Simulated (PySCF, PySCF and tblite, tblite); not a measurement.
# C5H16Si3: conformers and averaged spectra, part 1 of 2

Aim: find the conformers of C5H16Si3 (`C=C[SiH2][SiH2][Si](C)(C)C`), weigh them, and average their properties.

Computed with tblite 0.8.0 (tight binding) and PySCF 2.14.0 (DFT, with response routines of our own); each step states its level. Atoms count from 0 throughout.

## 1. The starting structure

24 atoms, charge 0, multiplicity 1; geometry from: MMFF94s geometry.

Bonds of the start (Å): C0–C1 1.35, C0–H8 1.08, C0–H9 1.08, C1–H10 1.08, C1–Si2 1.84, C5–H15 1.08, C5–H16 1.10, C5–H17 1.09, C6–H18 1.09, C6–H19 1.08, C6–H20 1.10, C7–H21 1.09, C7–H22 1.09, C7–H23 1.11, Si2–H11 1.49, Si2–H12 1.48, Si2–Si3 2.30, Si3–H13 1.49, Si3–H14 1.49, Si3–Si4 2.31, Si4–C5 1.86, Si4–C6 1.86, Si4–C7 1.87.

## 2. GFN2-xTB relaxation, conformer 1

The job: settings as JSON, then the geometry in Å.

```
{"job": {"xc": "GFN2-xTB", "basis": "xTB", "kind": "relax"}, "charge": 0, "multiplicity": 1}
C      3.672500     0.351600    -0.903800
C      2.607500     1.110500    -0.561800
Si     1.841300     1.173000     1.109700
Si     0.383700    -0.577100     1.404700
Si    -1.348600    -0.423600    -0.120200
C     -2.185200     1.228300     0.082400
C     -2.544600    -1.802500     0.228700
C     -0.645400    -0.594900    -1.839400
H      4.060400     0.388700    -1.915000
H      4.165900    -0.309800    -0.201500
H      2.149800     1.757000    -1.289500
H      1.086500     2.455000     1.229700
H      2.886000     1.155200     2.159600
H     -0.200100    -0.552400     2.778900
H      1.067700    -1.886200     1.235000
H     -3.035000     1.322500    -0.583400
H     -2.552700     1.359900     1.109000
H     -1.494600     2.047800    -0.129800
H     -2.062700    -2.779500     0.139700
H     -3.382800    -1.775300    -0.459100
H     -2.951300    -1.719900     1.251300
H      0.015000     0.232800    -2.091600
H     -0.082400    -1.524100    -1.937400
H     -1.462500    -0.617000    -2.586700
```

On the command line:

```bash
$ OMP_NUM_THREADS=1 python ens_run.py task.json out
```

One launch serves the whole session.

Standard output:

```text
step      E/eV     max force
  0    -651.82692    1.902
  1    -651.92096    1.459
  2    -651.95700    0.311
  3    -651.97260    0.377
  4    -651.99815    0.292
  5    -652.00698    0.280
  6    -652.02474    0.298
  7    -652.03494    0.316
  8    -652.04315    0.183
  9    -652.04729    0.146
 10    -652.05011    0.101
 11    -652.05213    0.106
 12    -652.05423    0.125
 13    -652.05650    0.094
 14    -652.05855    0.103
 15    -652.06001    0.122
 16    -652.06108    0.090
 17    -652.06217    0.084
 18    -652.06366    0.090
 19    -652.06552    0.136
 20    -652.06730    0.167
 21    -652.06874    0.150
 22    -652.07001    0.094
 23    -652.07124    0.096
 24    -652.07239    0.090
 25    -652.07331    0.100
 26    -652.07395    0.074
 27    -652.07448    0.065
 28    -652.07499    0.072
 29    -652.07543    0.045
 30    -652.07576    0.038
 31    -652.07576    0.038
 32    -652.07589    0.032
 33    -652.07614    0.026
 34    -652.07620    0.025
 35    -652.07638    0.038
 36    -652.07662    0.051
 37    -652.07680    0.031
 38    -652.07694    0.028
 39    -652.07705    0.025
 40    -652.07715    0.026
 41    -652.07724    0.020
 42    -652.07735    0.020
 43    -652.07744    0.021
 44    -652.07750    0.022
 45    -652.07756    0.018
 46    -652.07763    0.022
 47    -652.07772    0.027
 48    -652.07783    0.024
 49    -652.07794    0.026
 50    -652.07804    0.023
 51    -652.07816    0.032
 52    -652.07831    0.034
 53    -652.07847    0.033
 54    -652.07859    0.023
 55    -652.07868    0.028
 56    -652.07878    0.038
 57    -652.07890    0.034
 58    -652.07906    0.033
 59    -652.07921    0.031
 60    -652.07935    0.028
 61    -652.07945    0.030
 62    -652.07953    0.020
 63    -652.07960    0.018
 64    -652.07966    0.016
 65    -652.07972    0.019
 66    -652.07979    0.027
 67    -652.07986    0.025
 68    -652.07991    0.018
 69    -652.07995    0.011
 70    -652.07998    0.022
 71    -652.08002    0.032
 72    -652.08009    0.040
 73    -652.08021    0.037
 74    -652.08035    0.030
 75    -652.08046    0.022
 76    -652.08054    0.023
 77    -652.08063    0.030
 78    -652.08075    0.034
 79    -652.08090    0.036
 80    -652.08103    0.025
 81    -652.08112    0.019
 82    -652.08119    0.022
 83    -652.08126    0.020
 84    -652.08132    0.019
 85    -652.08138    0.016
 86    -652.08143    0.016
 87    -652.08150    0.021
 88    -652.08158    0.024
 89    -652.08165    0.017
 90    -652.08169    0.013
 91    -652.08171    0.014
 92    -652.08173    0.013
 93    -652.08175    0.014
 94    -652.08177    0.011
 95    -652.08179    0.009
 96    -652.08181    0.011
 97    -652.08184    0.016
 98    -652.08188    0.023
 99    -652.08193    0.023
100    -652.08197    0.014
101    -652.08200    0.015
102    -652.08203    0.017
103    -652.08206    0.020
104    -652.08211    0.022
105    -652.08216    0.020
106    -652.08222    0.023
107    -652.08227    0.022
108    -652.08234    0.024
109    -652.08242    0.024
110    -652.08249    0.016
111    -652.08254    0.017
112    -652.08258    0.018
113    -652.08263    0.017
114    -652.08271    0.020
115    -652.08280    0.021
116    -652.08289    0.021
117    -652.08296    0.018
118    -652.08302    0.019
119    -652.08307    0.021
120    -652.08313    0.019
121    -652.08320    0.024
122    -652.08326    0.020
123    -652.08335    0.021
124    -652.08343    0.025
125    -652.08353    0.027
126    -652.08363    0.024
127    -652.08372    0.018
128    -652.08379    0.018
129    -652.08386    0.025
130    -652.08394    0.031
131    -652.08402    0.031
132    -652.08409    0.030
133    -652.08417    0.022
134    -652.08427    0.022
135    -652.08433    0.020
136    -652.08438    0.016
137    -652.08442    0.015
138    -652.08446    0.018
139    -652.08451    0.017
140    -652.08455    0.017
141    -652.08459    0.013
142    -652.08462    0.012
143    -652.08465    0.013
144    -652.08469    0.017
145    -652.08474    0.016
146    -652.08477    0.011
147    -652.08480    0.011
148    -652.08482    0.015
149    -652.08485    0.018
150    -652.08490    0.019
151    -652.08496    0.022
152    -652.08502    0.018
153    -652.08506    0.016
154    -652.08510    0.014
155    -652.08514    0.019
156    -652.08519    0.023
157    -652.08523    0.017
158    -652.08528    0.018
159    -652.08534    0.019
160    -652.08544    0.031
161    -652.08556    0.038
162    -652.08568    0.034
163    -652.08577    0.013
164    -652.08581    0.015
165    -652.08585    0.018
166    -652.08590    0.021
167    -652.08595    0.014
168    -652.08600    0.016
169    -652.08606    0.016
170    -652.08615    0.027
171    -652.08624    0.031
172    -652.08633    0.022
173    -652.08639    0.016
174    -652.08643    0.021
175    -652.08648    0.018
176    -652.08657    0.018
177    -652.08665    0.021
178    -652.08672    0.021
179    -652.08679    0.019
180    -652.08684    0.013
181    -652.08689    0.012
182    -652.08694    0.012
183    -652.08700    0.017
184    -652.08707    0.021
185    -652.08715    0.030
186    -652.08724    0.031
187    -652.08733    0.023
188    -652.08742    0.022
189    -652.08751    0.030
190    -652.08762    0.037
191    -652.08778    0.041
192    -652.08789    0.035
193    -652.08806    0.040
194    -652.08825    0.057
195    -652.08854    0.073
196    -652.08888    0.073
197    -652.08922    0.057
198    -652.08949    0.044
199    -652.08960    0.063
200    -652.08991    0.048
201    -652.09018    0.039
202    -652.09060    0.043
203    -652.09089    0.038
204    -652.09118    0.038
205    -652.09154    0.054
206    -652.09200    0.058
207    -652.09232    0.041
208    -652.09255    0.025
209    -652.09269    0.029
210    -652.09281    0.035
211    -652.09296    0.038
212    -652.09316    0.034
213    -652.09333    0.025
214    -652.09345    0.026
215    -652.09357    0.034
216    -652.09370    0.034
217    -652.09380    0.023
218    -652.09388    0.021
219    -652.09394    0.018
220    -652.09402    0.027
221    -652.09410    0.027
222    -652.09417    0.016
223    -652.09422    0.011
224    -652.09424    0.009
225    -652.09426    0.013
226    -652.09428    0.013
227    -652.09430    0.013
228    -652.09433    0.010
229    -652.09434    0.009
230    -652.09436    0.012
231    -652.09438    0.014
232    -652.09440    0.013
233    -652.09441    0.008
234    -652.09442    0.010
235    -652.09443    0.011
236    -652.09445    0.011
237    -652.09446    0.010
238    -652.09448    0.008
239    -652.09449    0.009
240    -652.09450    0.008
241    -652.09451    0.008
242    -652.09452    0.007
243    -652.09453    0.008
244    -652.09455    0.010
245    -652.09456    0.012
246    -652.09458    0.015
247    -652.09461    0.011
248    -652.09464    0.013
249    -652.09466    0.014
250    -652.09469    0.012
251    -652.09472    0.011
252    -652.09474    0.014
253    -652.09477    0.014
254    -652.09480    0.016
255    -652.09483    0.013
256    -652.09486    0.012
257    -652.09488    0.009
258    -652.09491    0.011
259    -652.09493    0.010
260    -652.09495    0.008
261    -652.09496    0.006
262    -652.09497    0.006
263    -652.09498    0.008
264    -652.09499    0.007
265    -652.09500    0.006
266    -652.09501    0.008
267    -652.09502    0.009
268    -652.09502    0.009
269    -652.09503    0.006
270    -652.09504    0.004
271    -652.09505    0.006
272    -652.09505    0.007
273    -652.09506    0.006
274    -652.09506    0.004
275    -652.09507    0.005
276    -652.09507    0.006
277    -652.09508    0.008
278    -652.09508    0.007
279    -652.09509    0.005
280    -652.09509    0.004
281    -652.09509    0.004
282    -652.09510    0.004
```

It took 2.5 s on 1 thread of Arm Neoverse V2, shared host.

Relaxing gained 0.268 eV and moved the atoms by 0.63 Å on average (rms).

## 3. GFN2-xTB relaxation, conformer 2

The job: settings as JSON, then the geometry in Å.

```
{"job": {"xc": "GFN2-xTB", "basis": "xTB", "kind": "relax"}, "charge": 0, "multiplicity": 1}
C      3.445000    -0.079100     0.573700
C      2.836500    -0.652400    -0.485200
Si     1.838800     0.188800    -1.745400
Si    -0.344300    -0.551100    -1.707000
Si    -1.323400     0.059500     0.322700
C     -0.503600    -0.868000     1.698100
C     -3.128200    -0.391600     0.214100
C     -1.123000     1.903500     0.540100
H      4.028900    -0.670000     1.273800
H      3.362700     0.989700     0.775500
H      2.949300    -1.727800    -0.631400
H      2.421000    -0.075500    -3.082400
H      1.855000     1.661800    -1.502200
H     -0.401100    -2.042500    -1.833700
H     -1.138300     0.051900    -2.805900
H     -0.995400    -0.653500     2.666200
H     -0.542300    -1.945200     1.540100
H      0.551100    -0.589000     1.803700
H     -3.645500    -0.120400     1.150000
H     -3.252400    -1.469200     0.071800
H     -3.627800     0.133500    -0.602300
H     -0.076300     2.186400     0.610800
H     -1.564900     2.455700    -0.288700
H     -1.633500     2.224400     1.451200
```

Standard output:

```text
step      E/eV     max force
  0    -651.80337    2.398
  1    -651.94102    1.456
  2    -651.97441    0.619
  3    -651.98963    0.347
  4    -652.01030    0.302
  5    -652.01924    0.302
  6    -652.03506    0.234
  7    -652.04690    0.276
  8    -652.05765    0.275
  9    -652.06407    0.163
 10    -652.06778    0.120
 11    -652.06984    0.099
 12    -652.07148    0.084
 13    -652.07329    0.096
 14    -652.07537    0.087
 15    -652.07728    0.129
 16    -652.07873    0.125
 17    -652.07995    0.084
 18    -652.08140    0.102
 19    -652.08328    0.104
 20    -652.08516    0.131
 21    -652.08656    0.124
 22    -652.08759    0.094
 23    -652.08857    0.068
 24    -652.08961    0.090
 25    -652.09049    0.094
 26    -652.09104    0.078
 27    -652.09138    0.043
 28    -652.09171    0.063
 29    -652.09207    0.063
 30    -652.09239    0.059
 31    -652.09262    0.045
 32    -652.09280    0.034
 33    -652.09280    0.034
 34    -652.09289    0.024
 35    -652.09318    0.038
 36    -652.09327    0.042
 37    -652.09348    0.035
 38    -652.09362    0.032
 39    -652.09373    0.034
 40    -652.09385    0.030
 41    -652.09399    0.030
 42    -652.09414    0.035
 43    -652.09429    0.043
 44    -652.09443    0.041
 45    -652.09456    0.028
 46    -652.09468    0.027
 47    -652.09480    0.024
 48    -652.09491    0.032
 49    -652.09501    0.028
 50    -652.09510    0.024
 51    -652.09520    0.024
 52    -652.09531    0.024
 53    -652.09544    0.030
 54    -652.09557    0.028
 55    -652.09570    0.027
 56    -652.09584    0.033
 57    -652.09599    0.035
 58    -652.09616    0.038
 59    -652.09637    0.035
 60    -652.09657    0.033
 61    -652.09672    0.024
 62    -652.09682    0.018
 63    -652.09689    0.018
 64    -652.09699    0.028
 65    -652.09713    0.036
 66    -652.09728    0.030
 67    -652.09740    0.021
 68    -652.09749    0.018
 69    -652.09757    0.028
 70    -652.09765    0.030
 71    -652.09772    0.021
 72    -652.09776    0.013
 73    -652.09780    0.015
 74    -652.09785    0.018
 75    -652.09793    0.024
 76    -652.09802    0.026
 77    -652.09811    0.030
 78    -652.09821    0.028
 79    -652.09832    0.025
 80    -652.09843    0.023
 81    -652.09851    0.017
 82    -652.09855    0.015
 83    -652.09858    0.013
 84    -652.09863    0.016
 85    -652.09869    0.017
 86    -652.09875    0.015
 87    -652.09880    0.013
 88    -652.09885    0.017
 89    -652.09890    0.025
 90    -652.09898    0.030
 91    -652.09907    0.025
 92    -652.09916    0.021
 93    -652.09926    0.023
 94    -652.09938    0.030
 95    -652.09950    0.027
 96    -652.09959    0.017
 97    -652.09962    0.014
 98    -652.09964    0.014
 99    -652.09965    0.013
100    -652.09967    0.012
101    -652.09970    0.013
102    -652.09974    0.015
103    -652.09978    0.018
104    -652.09981    0.016
105    -652.09985    0.015
106    -652.09989    0.017
107    -652.09993    0.016
108    -652.09997    0.012
109    -652.10000    0.012
110    -652.10004    0.017
111    -652.10010    0.025
112    -652.10019    0.029
113    -652.10028    0.022
114    -652.10035    0.015
115    -652.10041    0.020
116    -652.10047    0.027
117    -652.10057    0.028
118    -652.10067    0.024
119    -652.10074    0.016
120    -652.10079    0.021
121    -652.10086    0.022
122    -652.10095    0.026
123    -652.10103    0.022
124    -652.10109    0.014
125    -652.10111    0.010
126    -652.10113    0.009
127    -652.10115    0.009
128    -652.10117    0.011
129    -652.10119    0.010
130    -652.10121    0.011
131    -652.10123    0.012
132    -652.10126    0.012
133    -652.10128    0.010
134    -652.10129    0.010
135    -652.10131    0.009
136    -652.10132    0.009
137    -652.10135    0.015
138    -652.10138    0.020
139    -652.10142    0.022
140    -652.10145    0.016
141    -652.10147    0.010
142    -652.10149    0.011
143    -652.10150    0.011
144    -652.10151    0.009
145    -652.10153    0.009
146    -652.10155    0.011
147    -652.10157    0.012
148    -652.10159    0.012
149    -652.10161    0.011
150    -652.10164    0.013
151    -652.10166    0.012
152    -652.10168    0.008
153    -652.10169    0.006
154    -652.10170    0.007
155    -652.10171    0.008
156    -652.10172    0.008
157    -652.10173    0.007
158    -652.10174    0.006
159    -652.10174    0.010
160    -652.10175    0.012
161    -652.10177    0.012
162    -652.10178    0.009
163    -652.10180    0.007
164    -652.10180    0.008
165    -652.10181    0.007
166    -652.10182    0.006
167    -652.10182    0.008
168    -652.10183    0.009
169    -652.10184    0.010
170    -652.10185    0.008
171    -652.10185    0.005
172    -652.10185    0.004
173    -652.10186    0.003
```

It took 1.6 s on 1 thread of Arm Neoverse V2, shared host.

Relaxing gained 0.298 eV and moved the atoms by 0.22 Å on average (rms).

## 4. GFN2-xTB relaxation, conformer 3

The job: settings as JSON, then the geometry in Å.

```
{"job": {"xc": "GFN2-xTB", "basis": "xTB", "kind": "relax"}, "charge": 0, "multiplicity": 1}
C      4.397200    -0.770800     1.419000
C      3.413500    -1.236100     0.616900
Si     1.624600    -0.997900     0.864300
Si     0.737600     0.248700    -0.881400
Si    -1.545600     0.481500    -0.489200
C     -2.248200     1.480900    -1.909800
C     -1.787600     1.379000     1.114000
C     -2.313900    -1.202900    -0.443600
H      5.437500    -0.976400     1.199100
H      4.178100    -0.173900     2.310300
H      3.677800    -1.837500    -0.244400
H      1.361100    -0.302900     2.153500
H      0.942000    -2.318600     0.925200
H      0.944400    -0.449500    -2.180900
H      1.354300     1.602900    -0.946900
H     -2.086700     0.979100    -2.853500
H     -3.319400     1.629800    -1.777200
H     -1.778100     2.464700    -1.961600
H     -1.386800     0.803800     1.963300
H     -2.847800     1.543900     1.315500
H     -1.298100     2.359200     1.113800
H     -2.140700    -1.751300    -1.377500
H     -1.917100    -1.798000     0.390700
H     -3.409800    -1.138100    -0.312000
```

Standard output:

```text
step      E/eV     max force
  0    -651.77548    2.297
  1    -651.89791    1.526
  2    -651.93235    0.490
  3    -651.94673    0.325
  4    -651.96920    0.274
  5    -651.97599    0.268
  6    -651.99268    0.255
  7    -652.00256    0.268
  8    -652.01094    0.190
  9    -652.01531    0.101
 10    -652.01802    0.098
 11    -652.01984    0.104
 12    -652.02179    0.097
 13    -652.02419    0.103
 14    -652.02694    0.095
 15    -652.02928    0.115
 16    -652.03100    0.094
 17    -652.03266    0.093
 18    -652.03494    0.103
 19    -652.03785    0.135
 20    -652.04066    0.150
 21    -652.04277    0.126
 22    -652.04449    0.098
 23    -652.04621    0.099
 24    -652.04791    0.120
 25    -652.04930    0.112
 26    -652.05026    0.069
 27    -652.05095    0.058
 28    -652.05147    0.059
 29    -652.05185    0.046
 30    -652.05213    0.039
 31    -652.05213    0.039
 32    -652.05226    0.026
 33    -652.05257    0.031
 34    -652.05267    0.036
 35    -652.05298    0.042
 36    -652.05331    0.064
 37    -652.05365    0.046
 38    -652.05392    0.044
 39    -652.05418    0.047
 40    -652.05441    0.042
 41    -652.05463    0.029
 42    -652.05482    0.029
 43    -652.05499    0.026
 44    -652.05511    0.029
 45    -652.05523    0.026
 46    -652.05535    0.031
 47    -652.05550    0.037
 48    -652.05564    0.026
 49    -652.05574    0.021
 50    -652.05582    0.018
 51    -652.05590    0.023
 52    -652.05600    0.030
 53    -652.05611    0.031
 54    -652.05620    0.028
 55    -652.05629    0.027
 56    -652.05639    0.029
 57    -652.05648    0.023
 58    -652.05656    0.022
 59    -652.05664    0.018
 60    -652.05674    0.026
 61    -652.05686    0.031
 62    -652.05700    0.028
 63    -652.05713    0.023
 64    -652.05722    0.019
 65    -652.05729    0.018
 66    -652.05734    0.026
 67    -652.05740    0.025
 68    -652.05746    0.018
 69    -652.05751    0.017
 70    -652.05755    0.019
 71    -652.05760    0.025
 72    -652.05765    0.022
 73    -652.05770    0.019
 74    -652.05774    0.014
 75    -652.05778    0.018
 76    -652.05784    0.022
 77    -652.05792    0.022
 78    -652.05801    0.026
 79    -652.05808    0.018
 80    -652.05813    0.025
 81    -652.05819    0.028
 82    -652.05826    0.022
 83    -652.05833    0.019
 84    -652.05840    0.019
 85    -652.05848    0.027
 86    -652.05858    0.036
 87    -652.05868    0.032
 88    -652.05875    0.018
 89    -652.05879    0.016
 90    -652.05882    0.017
 91    -652.05887    0.023
 92    -652.05893    0.022
 93    -652.05898    0.016
 94    -652.05902    0.013
 95    -652.05905    0.016
 96    -652.05909    0.019
 97    -652.05915    0.018
 98    -652.05921    0.016
 99    -652.05925    0.018
100    -652.05929    0.018
101    -652.05932    0.019
102    -652.05936    0.018
103    -652.05939    0.011
104    -652.05940    0.010
105    -652.05942    0.011
106    -652.05945    0.015
107    -652.05947    0.012
108    -652.05949    0.006
109    -652.05950    0.006
110    -652.05950    0.006
111    -652.05951    0.009
112    -652.05952    0.010
113    -652.05953    0.007
114    -652.05954    0.007
115    -652.05955    0.008
116    -652.05956    0.010
117    -652.05957    0.009
118    -652.05958    0.005
119    -652.05958    0.006
120    -652.05959    0.007
121    -652.05960    0.014
122    -652.05961    0.016
123    -652.05963    0.010
124    -652.05963    0.004
```

It took 1.1 s on 1 thread of Arm Neoverse V2, shared host.

The energy fell by 0.284 eV, and the atoms moved 0.18 Å (root mean square).

(Continued in part 2 of 2.)
